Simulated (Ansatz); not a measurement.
# Co3O2: the cost of one run

Method: DFT PBE, scalar-relativistic, plane waves, PAW, in Ansatz 0.2.0.

## Step 1: Starting point

Symmetry: P-3m1, No. 164, trigonal system. The conventional cell has a = 3.201 Å, b = 3.201 Å, c = 4.980 Å, α = 90.00°, β = 90.00°, γ = 120.00°. Co (site symmetry -3m) has 6 O at 2.21 Å as nearest neighbours. Around Co (site symmetry 3m) lie 4 O at 1.93 to 1.99 Å. O (site symmetry 3m) is surrounded by 7 Co at 1.93 to 2.21 Å.

As a file:

```
Co O
1.0
     3.20072    0.00000    0.00000
    -1.60036    2.77191    0.00000
     0.00000    0.00000    4.97981
Co O
3 2
Direct
  0.00000 0.00000 0.00000
  0.33333 0.66667 0.64500
  0.66667 0.33333 0.35500
  0.33333 0.66667 0.24500
  0.66667 0.33333 0.75500
```

(A quick probe on a coarse mesh, which set the mesh and smearing, is not shown.)

## Step 3: Coarse relaxation

File input.yaml:

```yaml
crystal:
  lattice:
    - [3.2007247426, 0.0, 0.0]
    - [-1.6003623713, 2.7719089376, 0.0]
    - [0.0, 0.0, 4.9798077848]
  atoms:
    - { symbol: Co, position: [0.0, 0.0, 0.0], spin: 2.36 }
    - { symbol: Co, position: [0.3333333333, 0.6666666667, 0.645], spin: 2.23 }
    - { symbol: Co, position: [0.6666666667, 0.3333333333, 0.355], spin: 2.23 }
    - { symbol: O, position: [0.3333333333, 0.6666666667, 0.245], spin: 0.38 }
    - { symbol: O, position: [0.6666666667, 0.3333333333, 0.755], spin: 0.38 }
basis:
  ecutwfc: 420
kpoints:
  mp_grid: { grid: [6, 6, 4] }
hamiltonian:
  xc: pbe
scf:
  occupations: { method: gaussian, width: 0.1 }
  lower_state_search: "off"
output:
  forces: true
  stress: true
  eigenvalues: true
  populations: true
magnetization:
  spin_polarized: true
relax:
  adjacent_minimum: "off"
  f_tol: 0.04
  max_steps: 70
  cell: { stress_tol: 0.4 }
```

Run with:

```console
ansatz run input.yaml --threads 1 --pin off --max-ram 2560MiB --backend cpu --events-out ev --progress --plain --runs-dir out
```

What time and memory should one allow on 1 thread of Intel Xeon 6975P-C (Granite Rapids), shared host?

About 97 s, with a peak of 0.42 GiB.
